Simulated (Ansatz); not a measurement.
Consider cell relaxations under several functionals of SrMg2, space group Fd-3m (the Ansatz DFT code, driven from Python).

Script `run_lattice.py`:
```python
'''Relaxed cell of SrMg2 under several functionals.'''

import logging
import sys
import warnings

import ansatz as az
import numpy as np

logging.basicConfig(stream=sys.stdout, format='%(levelname)s %(message)s')
logger = logging.getLogger('run')
logger.setLevel(logging.INFO)

def edges_and_angles(cell):
    cell = np.asarray(cell)
    a, b, c = np.linalg.norm(cell, axis=1)
    cosines = cell[1] @ cell[2] / (b * c), cell[0] @ cell[2] / (a * c), cell[0] @ cell[1] / (a * b)
    return (a, b, c, *np.degrees(np.arccos(cosines)))

warnings.simplefilter('ignore', az.DeckWarning)

lattice = az.Lattice.of(
    (0.0, 4.544757, 4.544757),
    (4.544757, 0.0, 4.544757),
    (4.544757, 4.544757, 0.0),
)
sites = [
    ('Sr', (0.5, 0.5, 0.5)),
    ('Sr', (0.75, 0.75, 0.75)),
    ('Mg', (0.125, 0.125, 0.625)),
    ('Mg', (0.125, 0.625, 0.125)),
    ('Mg', (0.625, 0.125, 0.125)),
    ('Mg', (0.125, 0.125, 0.125)),
]
system = az.Crystal(lattice=lattice)
for symbol, position in sites:
    system = system.atom(symbol, position)

model = (
    system.calculation()
    .kpoints(mesh=(4, 4, 4))
    .occupations(az.OccupationsMethod.METHFESSEL_PAXTON, width=0.1)  # smearing steadies the SCF of a metal
    .scf(tolerance=1e-09)
    .relax(cell=True, max_steps=40)  # relax until the tolerances are met
)

levels = [('pbesol', 'none'), ('pbesol', 'd3bj'), ('lda', 'none')]
logger.info('level            a       b       c    alpha   beta  gamma  V/atom  steps')
for name, dispersion in levels:
    seen = []
    run = model.functional(name, dispersion=dispersion).session().plan()
    done = run.execute(on_event=lambda e: seen.append(e) if e['event'] == 'relax_step' else None)
    cell = done.lattice.cell_ang
    label = name if dispersion == 'none' else f'{name}+{dispersion}'
    print('{:13s} {:7.4f} {:7.4f} {:7.4f} {:6.2f} {:6.2f} {:6.2f}'.format(label, *edges_and_angles(cell)), f'{abs(np.linalg.det(cell)) / len(done.lattice.sites):7.3f} {len(seen):5d}')
```

Rank the levels of theory by the volume of the relaxed cell.

From smallest to largest: PBEsol+D3BJ (28.87 Å³ an atom, -7.7 % against the start), LDA (29.09 Å³ an atom, -7.0 % against the start) and PBEsol (30.47 Å³ an atom, -2.6 % against the start). The spread is 5.5 % in volume.

What the script printed:

Running `python run_lattice.py` prints:
```text
INFO level            a       b       c    alpha   beta  gamma  V/atom  steps
pbesol         6.3703  6.3703  6.3703  60.00  60.00  60.00  30.465     4
pbesol+d3bj    6.2570  6.2570  6.2570  60.00  60.00  60.00  28.869     5
lda            6.2731  6.2731  6.2731  60.00  60.00  60.00  29.092     5
```

What to keep in mind:
- Forces vanish by symmetry, so the ions can't move, and the end may be a saddle.
- Dispersion corrections can be off by several per cent in the lattices of metals, and by several GPa in the pressure at a fixed cell.
- For a metal this k-point mesh is coarse: on a finer one energies can move by several to tens of meV an atom and pressures by half a GPa or more, differences at one mesh by less.
- The program warned that this SCF threshold is loose for forces or stresses.
- Edges and angles are those of the cell as typed, here a primitive one, not of the conventional cell.
- This cell is a computed structure, which may not be the phase found in nature.
- The script silences the warnings on its input, which a real study should read.
- Finished in 32 s on 1 thread of Arm Neoverse V2 (shared host), peak memory 0.5 GiB.

(A comment or docstring line of the script was reworded after the run, the code is as it ran.)
